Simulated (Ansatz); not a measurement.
RhN:

```xyz
2
Lattice="2.9628 0.0000 0.0000 -1.4814 2.5659 0.0000 0.0000 0.0000 2.8916" Properties=species:S:1:pos:R:3 pbc="T T T"
Rh    0.0000    0.0000    0.0000
N     1.4814    0.8553    1.4458
```

The cell comes from a database or a generator and needn't be the stable form of this composition.

Base run:

| Property | Result |
| --- | --- |
| Program | Ansatz 0.2.0 |
| Functional | PBE |
| Potentials or basis | Ansatz PAW |
| Cutoff | 420 eV |
| Density cutoff | 1680 eV |
| k mesh | 7 × 7 × 7 |
| Occupations | gaussian, width 0.05 eV |
| Spin | collinear spin, random start |
| Starting moments | [0.14, 0.0] μB |
| Hubbard terms | Rh d U = 2 eV |

Its results: band gap on the k mesh none (metal or under the smearing width); pressure -11.3 GPa; net moment 0.00 μB per cell.

**Question.** The run is repeated on the same cell with these changes: hubbard terms from Rh d U = 2 eV to Rh d U = 7 eV; moments at the start from [0.14, 0.0] to [0.39, 0.0]. What comes out?

**Answer.** Band gap on the k mesh none (metal or under the smearing width); pressure 10.0 GPa; net moment 0.38 μB per cell; site moments Rh +0.91; N -0.65 μB.

Caveats: the magnetic or orbital state may not be the lowest.

Not every run made on this cell is shown here.
